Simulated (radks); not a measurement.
# Nuclear size and the levels of Cr⁺

Aim: how the total energy, the levels and the density at the nucleus of Cr⁺ respond when the nuclear radius is scaled.

The numbers are computed with radks (a radial shooting solver on a logarithmic mesh, Libxc functionals) version 1 (Dirac Kohn-Sham, PBE, spin-unpolarised, spherical densities, finite nucleus; open shells are shared between the two j in proportion to 2j + 1), except any that are marked as measured or tabulated.

## Step 1: What is computed

| Quantity | Value |
| --- | --- |
| element | chromium (Z = 24) |
| charge | +1 |
| electrons | 23 |
| configuration | [Ar] 3d5 |
| nuclear rms radius | 3.6452 fm |

Outer shells as boxes (Hund's rule):

Cr⁺
```
[Ar] core
3d [↑ ][↑ ][↑ ][↑ ][↑ ]
```

## Step 2: rms radius 3.6452 fm

Settings of this run:

```text
Z 24
configuration [Ar] 3d5 4s0 4p0
relativity Dirac
functional pbe,pbe
spin unpolarised
j_filling average
nucleus finite rms 3.6452 fm
c 137.035999084
```

## Step 3: rms radius 2.9745 fm

Settings, as their differences from step 2:

```diff
@@ -6,3 +6,3 @@
 j_filling average
-nucleus finite rms 3.6452 fm
+nucleus finite rms 2.9745 fm
 c 137.035999084
```

## Step 4: rms radius 3.4192 fm

Settings, as their differences from step 3:

```diff
@@ -6,3 +6,3 @@
 j_filling average
-nucleus finite rms 2.9745 fm
+nucleus finite rms 3.4192 fm
 c 137.035999084
```

## Step 5: rms radius 3.8712 fm

Settings, as their differences from step 4:

```diff
@@ -6,3 +6,3 @@
 j_filling average
-nucleus finite rms 3.4192 fm
+nucleus finite rms 3.8712 fm
 c 137.035999084
```

## Step 6: rms radius 4.4399 fm

Settings, as their differences from step 5:

```diff
@@ -6,3 +6,3 @@
 j_filling average
-nucleus finite rms 3.8712 fm
+nucleus finite rms 4.4399 fm
 c 137.035999084
```

**Question.** What will these runs give? Wanted: for each run, rms radius; total energy shift; density at nucleus; 1s1/2 shift; 2s1/2 shift; 2p1/2 shift; 3s1/2 shift.

As calculated:

| rms radius (fm) | total energy shift (eV) | density at nucleus (e/bohr³) | 1s1/2 shift (meV) | 2s1/2 shift (meV) | 2p1/2 shift (meV) | 3s1/2 shift (meV) |
| --- | --- | --- | --- | --- | --- | --- |
| 2.9745 | -0.0247 | 1.152e+04 | -10.5 | -0.920 | 0.0984 | -0.131 |
| 3.4192 | -0.00886 | 1.146e+04 | -3.76 | -0.330 | 0.0353 | -0.0471 |
| 3.6452 | 0 | 1.143e+04 | 0 | 0 | 0 | 0 |
| 3.8712 | 0.00940 | 1.141e+04 | 3.99 | 0.350 | -0.0375 | 0.0501 |
| 4.4399 | 0.0355 | 1.135e+04 | 15.0 | 1.32 | -0.141 | 0.189 |

In words: Shifts are against the first run. Over the range the 1s1/2 level moves by 0.0255 eV and the 3s1/2 level by 0.320 meV. A larger nucleus binds the 1s electrons less and lowers the density at its centre. These are shifts of eigenvalues, not the field shifts of spectral lines.
